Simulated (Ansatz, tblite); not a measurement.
**CdMe(OH) (CH4CdO): rung by rung**

Aim: run the singlet of CdMe(OH) (CH4CdO) at one geometry on many levels, and compare frontier levels, spin and run time.

The runs use Ansatz 0.2.0, Gaussian basis; as each input shows.

The runs, in order: GFN1-xTB, GFN2-xTB, PBE-D4/def2-TZVP, r2SCAN-D4/def2-TZVP, BHLYP-D4/def2-TZVP, B97M-V/def2-TZVP, LDA/def2-TZVP, LC-ωPBE/def2-TZVP, BLYP-D4/def2-TZVP, r2SCANh-D4/def2-TZVP, revPBE-D4/def2-TZVP, PBE-D4/def2-SVP, PBE0-D4/def2-SVP, CCSD(T)/def2-TZVPP, MP2/def2-TZVP, RPA/def2-TZVP.

4 further runs of the same task are left out: 4 set aside as unsound or not needed. Runs told in other sessions of the task aren't counted.

### Step 1. The structure

The singlet was relaxed beforehand with r2SCAN-D4/def2-TZVP.

7 atoms, charge 0, spin multiplicity 1.

Bond lengths: Cd1–C2 2.083 Å, Cd1–O6 1.977 Å, C2–H3 1.090 Å, C2–H4 1.090 Å, C2–H5 1.091 Å, O6–H7 0.963 Å. Angles: C2–Cd1–O6 176.0°, Cd1–C2–H3 109.9°, Cd1–C2–H4 110.0°, Cd1–C2–H5 109.6°, H3–C2–H4 109.1°, H3–C2–H5 109.0°, H4–C2–H5 109.2°, Cd1–O6–H7 113.1°.

Cd takes a core potential in the def2 sets. No spin-orbit coupling is included.

PBE0-D4/def2-TZVP was run before; its log isn't repeated, and its numbers join the tables.

### Step 2. GFN1-xTB

Tight binding, by tblite at 300 K electronic temperature and without a spin-polarisation term:

```python
tblite.interface.Calculator('GFN1-xTB', numbers, positions, charge=0, uhf=0).singlepoint()
```

Energy -265.3314 eV, HOMO -10.75 eV, LUMO -6.17 eV; 0.006 s.

### Step 3. GFN2-xTB

Tight binding, by tblite at 300 K electronic temperature and without a spin-polarisation term:

```python
tblite.interface.Calculator('GFN2-xTB', numbers, positions, charge=0, uhf=0).singlepoint()
```

Energy -238.6356 eV, HOMO -10.10 eV, LUMO -5.83 eV; 0.003 s.

### Step 4. PBE-D4/def2-TZVP

start.molden holds the orbitals of an earlier run on this state, given as this run's starting guess.

in.yaml

```yaml
crystal:
  periodic: [false, false, false]
  atoms:
    - {symbol: Cd, position_ang: [-0.117028, 0.006903, -0.718061]}
    - {symbol: C, position_ang: [0.003451, 0.087776, 1.359977]}
    - {symbol: H, position_ang: [1.047634, 0.060491, 1.672801]}
    - {symbol: H, position_ang: [-0.522390, -0.761570, 1.796885]}
    - {symbol: H, position_ang: [-0.451040, 1.012390, 1.717488]}
    - {symbol: O, position_ang: [-0.353672, -0.009144, -2.680479]}
    - {symbol: H, position_ang: [0.393046, -0.396837, -3.148611]}
basis:
  gaussian: {orbitals: def2-TZVP, initial_orbitals: start.molden}
hamiltonian: {xc: pbe, dispersion: d4}
scf: {omitted_lower_state_checks: [starts]}
output: {orbitals: {seedname: orbitals}}
```

The run is started by

```bash
$ ansatz run in.yaml --threads 4 --pin off --events-out ev --progress --plain --max-ram 3916MiB
```

The runs that follow: r2SCAN-D4/def2-TZVP; BHLYP-D4/def2-TZVP; B97M-V/def2-TZVP; LDA/def2-TZVP; LC-ωPBE/def2-TZVP; BLYP-D4/def2-TZVP; r2SCANh-D4/def2-TZVP; revPBE-D4/def2-TZVP; PBE-D4/def2-SVP; PBE0-D4/def2-SVP; CCSD(T)/def2-TZVPP; MP2/def2-TZVP; RPA/def2-TZVP.

Q: Predict the results of all the runs planned. Wanted: gap in def2-TZVP, named functionals, smallest and largest; correlation energy, CCSD(T)/def2-TZVPP; correlation energy, MP2/def2-TZVP; binding an atom, CCSD(T)/def2-TZVPP; PBE0 total energy, smallest basis above largest.

As calculated:

| quantity | value |
| --- | --- |
| gap in def2-TZVP, named functionals, smallest and largest | 4.55 eV (BLYP-D4), 11.90 eV (LC-ωPBE) |
| correlation energy, CCSD(T)/def2-TZVPP | -31.98 eV |
| correlation energy, MP2/def2-TZVP | -25.65 eV |
| binding an atom, CCSD(T)/def2-TZVPP | 3.096 eV |
| PBE0 total energy, smallest basis above largest | 4.96 eV (def2-SVP, def2-TZVP) |

Over the named functionals in def2-TZVP the gap runs from 4.55 eV (BLYP-D4) to 11.90 eV (LC-ωPBE); exact exchange widens it. The functionals in def2-TZVP miss CCSD(T)/def2-TZVPP by -0.073 (BHLYP-D4) to +0.553 eV (LDA) an atom. CCSD(T)/def2-TZVPP isn't at the basis-set limit; small misses against it rank nothing.
